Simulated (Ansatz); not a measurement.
# Si3Mo5: the cost of one run

Method: DFT r2SCAN, scalar-relativistic, plane waves, PAW, in Ansatz 0.2.0.

### 1 The structure to begin with

It takes space group I4/mcm (No. 140, tetragonal). The conventional cell has a = 9.641 Å, b = 9.641 Å, c = 4.894 Å, α = 90.00°, β = 90.00°, γ = 90.00°. Si (site symmetry 422) is surrounded by 2 Si at 2.45 Å and 8 Mo at 2.59 Å. Si (site symmetry m2m) is surrounded by 10 Mo at 2.53 to 2.80 Å. Around Mo (site symmetry -42m) lie 2 Mo at 2.45 Å and 4 Si at 2.59 Å. Around Mo (site symmetry m) lie 6 Si at 2.53 to 2.80 Å and 3 Mo at 2.72 to 2.86 Å.

As a file:

```
CELL_PARAMETERS angstrom
-4.82061 4.82061 2.44709
4.82061 -4.82061 2.44709
4.82061 4.82061 -2.44709
ATOMIC_POSITIONS crystal
Si 0.25000 0.25000 0.00000
Si 0.75000 0.75000 0.00000
Si 0.66718 0.16718 0.83435
Si 0.16718 0.33282 0.50000
Si 0.33282 0.83282 0.16565
Si 0.83282 0.66718 0.50000
Mo 0.75000 0.25000 0.50000
Mo 0.25000 0.75000 0.50000
Mo 0.22392 0.07686 0.30078
Mo 0.07686 0.77608 0.85295
Mo 0.77608 0.92314 0.69922
Mo 0.92314 0.22392 0.14705
Mo 0.27608 0.57686 0.85295
Mo 0.42314 0.27608 0.69922
Mo 0.72392 0.42314 0.14705
Mo 0.57686 0.72392 0.30078
```

It is the result of an earlier relaxation at this level (volume 14.22 Å³/atom; gap on the mesh: none (metal)).

### 2 Point at V/V0 = 0.97

Input file input.yaml:

```yaml
crystal:
  lattice:
    - [-4.771908733, 4.771908733, 2.422371205]
    - [4.771908733, -4.771908733, 2.422371205]
    - [4.771908733, 4.771908733, -2.422371205]
  atoms:
    - { symbol: Si, position: [0.25, 0.25, 0.0] }
    - { symbol: Si, position: [0.75, 0.75, 0.0] }
    - { symbol: Si, position: [0.667176828, 0.167176828, 0.834353656] }
    - { symbol: Si, position: [0.167176828, 0.332823172, 0.5] }
    - { symbol: Si, position: [0.332823172, 0.832823172, 0.165646344] }
    - { symbol: Si, position: [0.832823172, 0.667176828, 0.5] }
    - { symbol: Mo, position: [0.75, 0.25, 0.5] }
    - { symbol: Mo, position: [0.25, 0.75, 0.5] }
    - { symbol: Mo, position: [0.223915933, 0.0768614601, 0.3007773931] }
    - { symbol: Mo, position: [0.0768614601, 0.776084067, 0.8529455271] }
    - { symbol: Mo, position: [0.776084067, 0.9231385399, 0.6992226069] }
    - { symbol: Mo, position: [0.9231385399, 0.223915933, 0.1470544729] }
    - { symbol: Mo, position: [0.276084067, 0.5768614601, 0.8529455271] }
    - { symbol: Mo, position: [0.4231385399, 0.276084067, 0.6992226069] }
    - { symbol: Mo, position: [0.723915933, 0.4231385399, 0.1470544729] }
    - { symbol: Mo, position: [0.5768614601, 0.723915933, 0.3007773931] }
basis:
  ecutwfc: 500
kpoints:
  mp_grid: { grid: [8, 8, 8] }
hamiltonian:
  xc: r2scan
scf:
  occupations: { method: gaussian, width: 0.1 }
output:
  forces: true
  stress: true
  eigenvalues: true
  write_density: true
  write_potential: true
  elf: true
  volumetric_format: npy
relax:
  adjacent_minimum: "off"
  f_tol: 0.01
  max_steps: 30
  cell: { stress_tol: 0.1, fix: [volume] }
```

Command:

```console
$ ansatz run input.yaml --threads 4 --pin off --max-ram 10240MiB --backend cpu --events-out ev --progress --plain --runs-dir out
```

What time and memory should one allow on 4 threads of Intel Xeon at 2.70GHz, shared host?

About 2.5 min, with a peak of 2.3 GiB.
